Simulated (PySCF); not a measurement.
# C2F6: a look at the electrons

Aim: take C2F6 and analyse its density (charges, bond critical points, surface potential), see where an electron leaves and enters and measure its response to a uniform field.

Program: PySCF 2.14.0. Level of theory: levels as typed in each script, gas phase, geometry from GFN2-xTB. These are calculated values, not measurements.

**1. Starting geometry**

SMILES `FC(F)(F)C(F)(F)F`, 8 atoms, charge 0, spin multiplicity 1.

Bond lengths: F1–C2 1.328 Å, C2–F3 1.328 Å, C2–F4 1.328 Å, C2–C5 1.559 Å, C5–F6 1.328 Å, C5–F7 1.328 Å, C5–F8 1.328 Å. Angles: F1–C2–F3 108.4°, F1–C2–F4 108.4°, F1–C2–C5 110.5°, F3–C2–F4 108.4°, F3–C2–C5 110.5°, F4–C2–C5 110.5°, C2–C5–F6 110.5°, C2–C5–F7 110.5°, C2–C5–F8 110.5°, F6–C5–F7 108.4°, F6–C5–F8 108.4°, F7–C5–F8 108.4°.

Geometry (Å):

```xyz
8

F     1.24415   -0.74659    0.99482
C     0.77938    0.00005   -0.00003
F     1.24380    1.23508    0.14910
F     1.24420   -0.48834   -1.14383
C    -0.77926   -0.00014   -0.00009
F    -1.24409    0.48355    1.14586
F    -1.24410   -1.23416   -0.15414
F    -1.24404    0.75052   -0.99172
```

**2. Density, bond paths and surface potential (PBE/def2-tzvp)**

Input file input.py:

```python
import numpy as np
from pyscf import gto, scf, dft
from pyscf.scf import atom_ks, atom_hf
from scipy.linalg import block_diag

def solve(mol, dm0=None, hcore=None):
    mf = (dft.UKS if mol.spin else dft.RKS)(mol, xc='pbe')
    mf.grids.level = 3
    mf = mf.density_fit(auxbasis='def2-universal-jkfit')
    mf.conv_tol, mf.max_cycle = 1e-8, 80
    if hcore is not None:
        mf.get_hcore = lambda *args: hcore
    mf.kernel(dm0)
    if not mf.converged:
        mf = mf.newton().run(mf.mo_coeff, mf.mo_occ, max_cycle=30)
    assert mf.converged, 'SCF not converged'
    return mf

mol = gto.M(atom='''
F      1.24415    -0.74659     0.99482
C      0.77938     0.00005    -0.00003
F      1.24380     1.23508     0.14910
F      1.24420    -0.48834    -1.14383
C     -0.77926    -0.00014    -0.00009
F     -1.24409     0.48355     1.14586
F     -1.24410    -1.23416    -0.15414
F     -1.24404     0.75052    -0.99172
''', basis='def2-tzvp', charge=0, spin=0, verbose=4)
mf = solve(mol)
mf.analyze()
# spherically averaged free atoms, for the promolecule
atm = atom_ks.get_atm_nrks(mol, xc='pbe')
pro = block_diag(*[(atm[a[0]][2] * atm[a[0]][3]) @ atm[a[0]][2].T for a in mol._atom])
np.savez('result.npz', e=mf.e_tot, c=mf.mo_coeff, occ=mf.mo_occ, eps=mf.mo_energy, pro=pro, dip=mf.dip_moment(verbose=0), s2=mf.spin_square()[0])
```

Run with:

```
OMP_NUM_THREADS=1 python input.py
```

**4. Removing and adding an electron (PBE/def2-tzvp)**

Input file input.py:

```python
import numpy as np
from pyscf import gto, scf, dft
from pyscf.scf import atom_ks, atom_hf
from scipy.linalg import block_diag

def solve(mol, dm0=None, hcore=None):
    mf = (dft.UKS if mol.spin else dft.RKS)(mol, xc='pbe')
    mf.grids.level = 3
    mf = mf.density_fit(auxbasis='def2-universal-jkfit')
    mf.conv_tol, mf.max_cycle = 1e-8, 80
    if hcore is not None:
        mf.get_hcore = lambda *args: hcore
    mf.kernel(dm0)
    if not mf.converged:
        mf = mf.newton().run(mf.mo_coeff, mf.mo_occ, max_cycle=30)
    assert mf.converged, 'SCF not converged'
    return mf

mol = gto.M(atom='''
F      1.24415    -0.74659     0.99482
C      0.77938     0.00005    -0.00003
F      1.24380     1.23508     0.14910
F      1.24420    -0.48834    -1.14383
C     -0.77926    -0.00014    -0.00009
F     -1.24409     0.48355     1.14586
F     -1.24410    -1.23416    -0.15414
F     -1.24404     0.75052    -0.99172
''', basis='def2-tzvp', charge=0, spin=0, verbose=4)
mf = solve(mol)
out = dict(e0=mf.e_tot, dm0=mf.make_rdm1(), c=mf.mo_coeff, occ=mf.mo_occ, eps=mf.mo_energy)
for name, dq, spin in [('cation', 1, 1)]:
    ion = mol.copy().set(charge=mol.charge + dq, spin=spin).build()
    mi = solve(ion)
    if spin and dq > 0 and mol.nao < 130:
        c, _, stable, _ = mi.stability(return_status=True)
        if not stable:
            mi = solve(ion, mi.make_rdm1(c, mi.mo_occ))
    print(name, 'vertical energy change / eV', (mi.e_tot - mf.e_tot) * 27.211386)
    out.update({'e_' + name: mi.e_tot, 'dm_' + name: mi.make_rdm1(), 's2_' + name: mi.spin_square()[0], 'eps_' + name: mi.mo_energy, 'occ_' + name: mi.mo_occ})
# spherically averaged free atoms, for the promolecule
atm = atom_ks.get_atm_nrks(mol, xc='pbe')
pro = block_diag(*[(atm[a[0]][2] * atm[a[0]][3]) @ atm[a[0]][2].T for a in mol._atom])
np.savez('result.npz', pro=pro, **out)
```

**6. Response to an electric field (PBE/def2-tzvp)**

input.py: that of step 4 with these lines changed.

```diff
@@ -28,13 +28,10 @@
 ''', basis='def2-tzvp', charge=0, spin=0, verbose=4)
+field = np.array([0.004, 0.0, 0.0])  # atomic units
+mol.set_common_orig(mol.atom_charges() @ mol.atom_coords() / mol.atom_charges().sum())
 mf = solve(mol)
-out = dict(e0=mf.e_tot, dm0=mf.make_rdm1(), c=mf.mo_coeff, occ=mf.mo_occ, eps=mf.mo_energy)
-for name, dq, spin in [('cation', 1, 1)]:
-    ion = mol.copy().set(charge=mol.charge + dq, spin=spin).build()
-    mi = solve(ion)
-    if spin and dq > 0 and mol.nao < 130:
-        c, _, stable, _ = mi.stability(return_status=True)
-        if not stable:
-            mi = solve(ion, mi.make_rdm1(c, mi.mo_occ))
-    print(name, 'vertical energy change / eV', (mi.e_tot - mf.e_tot) * 27.211386)
-    out.update({'e_' + name: mi.e_tot, 'dm_' + name: mi.make_rdm1(), 's2_' + name: mi.spin_square()[0], 'eps_' + name: mi.mo_energy, 'occ_' + name: mi.mo_occ})
+out = dict(dm0=mf.make_rdm1(), d0=mf.dip_moment(unit='AU'), e0=mf.e_tot)
+for name, sign in (('p', 1), ('m', -1)):
+    h = mf.get_hcore() + sign * np.einsum('x,xij->ij', field, mol.intor('int1e_r'))
+    mi = solve(mol, mf.make_rdm1(), h)
+    out.update({'dm' + name: mi.make_rdm1(), 'd' + name: mi.dip_moment(unit='AU'), 'e' + name: mi.e_tot})
 # spherically averaged free atoms, for the promolecule
```

(Steps that only read results are left out.)

Q: Predict the outcome of this session. Wanted: dipole moment; HOMO, LUMO; vertical ionisation energy; polarisability along the field.

The runs gave:

```
                                      quantity           value
                 dipole moment (PBE/def2-tzvp)          0.00 D
                    HOMO, LUMO (PBE/def2-tzvp)  -9.51, 0.69 eV
    vertical ionisation energy (PBE/def2-tzvp)        13.05 eV
polarisability along the field (PBE/def2-tzvp)      30.3 bohr³
```

What this shows: At PBE/def2-tzvp: The highest Hirshfeld charge is on C2 and C5 (+0.21 e), the lowest on F1, F3, F4, F6, F7 and F8 (−0.07 e). The ionisation energy from two SCF runs, 13.05 eV, lies 3.5 eV above −ε(HOMO) = 9.51 eV of the same level, PBE/def2-tzvp, since self-interaction lifts this functional's HOMO. All values hold at the given geometry, in the gas phase.
